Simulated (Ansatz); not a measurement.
# SrNbO3: the cost of one run

Method: reference: DFT r2SCAN, plane waves, PAW, scalar-relativistic, collinear spin, in Ansatz 0.2.0.

## (1) The structure to begin with

Symmetry: Pm-3m, No. 221, cubic system. Conventional cell: a = 4.018 Å, b = 4.018 Å, c = 4.018 Å, α = 90.00°, β = 90.00°, γ = 90.00°. Nb (site symmetry m-3m) is surrounded by 6 O at 2.01 Å. Around O (site symmetry 4/mmm) lie 2 Nb at 2.01 Å and 4 Sr at 2.84 Å. Around Sr (site symmetry m-3m) lie 12 O at 2.84 Å.

Coordinates:

```
Nb O Sr
1.0
     4.01769    0.00000    0.00000
     0.00000    4.01769    0.00000
     0.00000    0.00000    4.01769
Nb O Sr
1 3 1
Direct
  0.00000 0.00000 0.00000
  0.50000 0.00000 0.00000
  0.00000 0.50000 0.00000
  0.00000 0.00000 0.50000
  0.50000 0.50000 0.50000
```

## (2) Baseline

Input file input.yaml:

```yaml
crystal:
  lattice:
    - [4.01768612, 0.0, 0.0]
    - [0.0, 4.01768612, 0.0]
    - [0.0, 0.0, 4.01768612]
  atoms:
    - { symbol: Nb, position: [0.0, 0.0, 0.0] }
    - { symbol: O, position: [0.5, 0.0, 0.0] }
    - { symbol: O, position: [0.0, 0.5, 0.0] }
    - { symbol: O, position: [0.0, 0.0, 0.5] }
    - { symbol: Sr, position: [0.5, 0.5, 0.5] }
kpoints:
  mp_grid: { grid: [5, 5, 5], shift: [0, 0, 0] }
magnetization:
  spin_polarized: true
scf:
  occupations: { method: fermi_dirac, width: 0.0277 }
hamiltonian:
  pseudopotentials: { kind: paw }
  xc: r2scan
basis:
  ecutwfc: 500
output:
  forces: true
  stress: true
  eigenvalues: true
```

Started as:

```bash
$ ansatz run input.yaml --threads 1 --pin off --max-ram 2560MiB --backend cpu --events-out ev --progress --plain --runs-dir out
```

What time and memory should one allow on 1 thread of Intel Xeon Platinum 8488C (Sapphire Rapids), shared host?

About 5.9 s, with a peak of 0.5 GiB.
